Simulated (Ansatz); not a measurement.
# C₅HF₈GaO₂: one species, many methods

How much do the methods differ for C₅HF₈GaO₂? The plan is to run it at one geometry with functionals of several rungs and with coupled cluster. The yardstick is the atomisation energy at the CCSD(T) limit.

The runs use Ansatz 0.2.0, Gaussian basis; functionals in def2-TZVPP, the program's frozen cores in correlated methods.

Levels to be run: LDA (SPW92), PBE-D4, revPBE-D4, BLYP-D4, r2SCAN-D4, B97M-V, PBE0-D4, B3LYP-D4, r2SCANh-D4, r2SCAN0-D4, HSE06-D4, BHLYP-D4, CAM-B3LYP-D4, LC-ωPBE, ωB97X-V, ωB97M-V, B2PLYP, PBE-QIDH; CCSD(T)/def2-SVP; CCSD(T)/def2-TZVPP; MP2/def2-QZVPP; extrapolation to the limit; RPA on PBE.

## Step 1: The relaxed structure

All runs share one geometry, relaxed beforehand with PBE0-D4 in a triple-zeta def2 set.

17 atoms, charge 0, spin multiplicity 1.

Atoms are counted from 1 here; the program's logs count them from 0.

Bond lengths: F1–C2 1.330 Å, C2–F3 1.328 Å, C2–F4 1.328 Å, C2–C5 1.538 Å, C5–C6 1.388 Å, C5–O16 1.261 Å, C6–C7 1.388 Å, C6–H17 1.077 Å, C7–C8 1.538 Å, C7–O12 1.261 Å, C8–F9 1.328 Å, C8–F10 1.330 Å, C8–F11 1.328 Å, O12–Ga13 1.905 Å, Ga13–F14 1.736 Å, Ga13–F15 1.736 Å, Ga13–O16 1.905 Å. Angles: F1–C2–F3 108.4°, F1–C2–F4 108.5°, F1–C2–C5 111.9°, F3–C2–F4 108.8°, F3–C2–C5 109.6°, F4–C2–C5 109.6°, C2–C5–C6 119.4°, C2–C5–O16 112.9°, C6–C5–O16 127.7°, C5–C6–C7 121.7°, C5–C6–H17 119.1°, C7–C6–H17 119.1°, C6–C7–C8 119.4°, C6–C7–O12 127.7°, C8–C7–O12 112.9°, C7–C8–F9 109.6°, C7–C8–F10 111.9°, C7–C8–F11 109.6° and more.

## Step 2: LDA

This LDA is Slater exchange with PW92 correlation.

File in.yaml:

```yaml
crystal:
  periodic: [false, false, false]
  atoms:
    - {symbol: F, position_ang: [-0.355505, 3.169110, 0.016837]}
    - {symbol: C, position_ang: [-1.337321, 2.308480, -0.237179]}
    - {symbol: F, position_ang: [-2.303631, 2.498844, 0.652973]}
    - {symbol: F, position_ang: [-1.815767, 2.562631, -1.449103]}
    - {symbol: C, position_ang: [-0.853110, 0.850754, -0.169205]}
    - {symbol: C, position_ang: [0.476238, 0.586676, 0.131686]}
    - {symbol: C, position_ang: [0.964804, -0.710824, 0.204481]}
    - {symbol: C, position_ang: [2.447334, -0.942345, 0.539933]}
    - {symbol: F, position_ang: [2.545312, -1.666616, 1.648181]}
    - {symbol: F, position_ang: [3.097874, 0.202708, 0.726486]}
    - {symbol: F, position_ang: [3.031366, -1.600263, -0.454257]}
    - {symbol: O, position_ang: [0.329974, -1.785136, 0.023778]}
    - {symbol: Ga, position_ang: [-1.524176, -1.870989, -0.406673]}
    - {symbol: F, position_ang: [-2.390573, -2.559936, 0.930670]}
    - {symbol: F, position_ang: [-1.708501, -2.472473, -2.024742]}
    - {symbol: O, position_ang: [-1.769927, 0.018520, -0.407286]}
    - {symbol: H, position_ang: [1.146507, 1.410459, 0.313619]}
basis:
  gaussian: {orbitals: def2-TZVPP}
hamiltonian: {xc: lda}
output: {orbitals: {seedname: orbitals}}
```

Command:

```bash
> ansatz run in.yaml --threads 11 --pin off --events-out ev --progress --plain --max-ram 174080MiB --backend cuda --devices 0, --max-vram 75GiB
```

The runs that follow: PBE-D4 (GGA); revPBE-D4 (GGA); BLYP-D4 (GGA); r2SCAN-D4 (meta-GGA); B97M-V (meta-GGA); B3LYP-D4 (hybrid); r2SCANh-D4 (hybrid); r2SCAN0-D4 (hybrid); HSE06-D4 (hybrid); BHLYP-D4 (hybrid); CAM-B3LYP-D4 (range-separated); LC-ωPBE (range-separated); ωB97X-V (range-separated); ωB97M-V (range-separated); B2PLYP (double hybrid); PBE-QIDH (double hybrid); CCSD(T) in def2-SVP; CCSD(T) in def2-TZVPP; MP2 in def2-QZVPP; RPA on PBE orbitals.

**Question.** What will the summary of the whole plan be? Wanted: atomisation energy, CCSD(T)/CBS; farthest beyond LDA; mean size of error, GGA; mean size of error, meta-GGA; mean size of error, hybrid; mean size of error, range-separated; mean size of error, double hybrid; gap, smallest and largest; T1 diagnostic.

As calculated:

```
                               quantity                                                                                     value
        atomisation energy, CCSD(T)/CBS                                                                                 79.203 eV
    functionals within 0.792 eV (1.0 %)  BLYP-D4, B97M-V, PBE0-D4, B3LYP-D4, r2SCANh-D4, CAM-B3LYP-D4, ωB97X-V, ωB97M-V, PBE-QIDH
                    farthest beyond LDA                                                                      BHLYP-D4 (-5.167 eV)
                mean size of error, GGA                                                                                  1.946 eV
           mean size of error, meta-GGA                                                                                  0.751 eV
             mean size of error, hybrid                                                                                  1.562 eV
    mean size of error, range-separated                                                                                  0.599 eV
      mean size of error, double hybrid                                                                                  0.470 eV
              gap, smallest and largest                                                  3.24 eV (LDA (SPW92)), 9.92 eV (LC-ωPBE)
                          T1 diagnostic                                                                                    0.0152
triples share of the correlation energy                                                                                     3.6 %
```

What this shows: LDA overbinds by 17.977 eV (23 %). PBE-D4 misses by +4.351 eV. Double hybrids carry the basis error of their MP2 part in triple zeta, and no dispersion term here, so their miss is partly the set-up's. The rungs double hybrid, range-separated, meta-GGA miss on average by less than the doubt on the reference (0.792 eV), so they tie. The reference freezes the cores and leaves out relativity and excitations past (T), and its outer-core shells are covered unevenly, so misses under about 0.792 eV can't be ranked. Hartree-Fock recovers 67 % of the binding; the rest is correlation. CCSD(T) in def2-SVP is off by -3.439 eV, which most functionals beat. Orbital gaps span 3.2 to 9.9 eV; exact exchange widens them. Correlated methods include outer-core shells of Ga, which these sets cover unevenly.
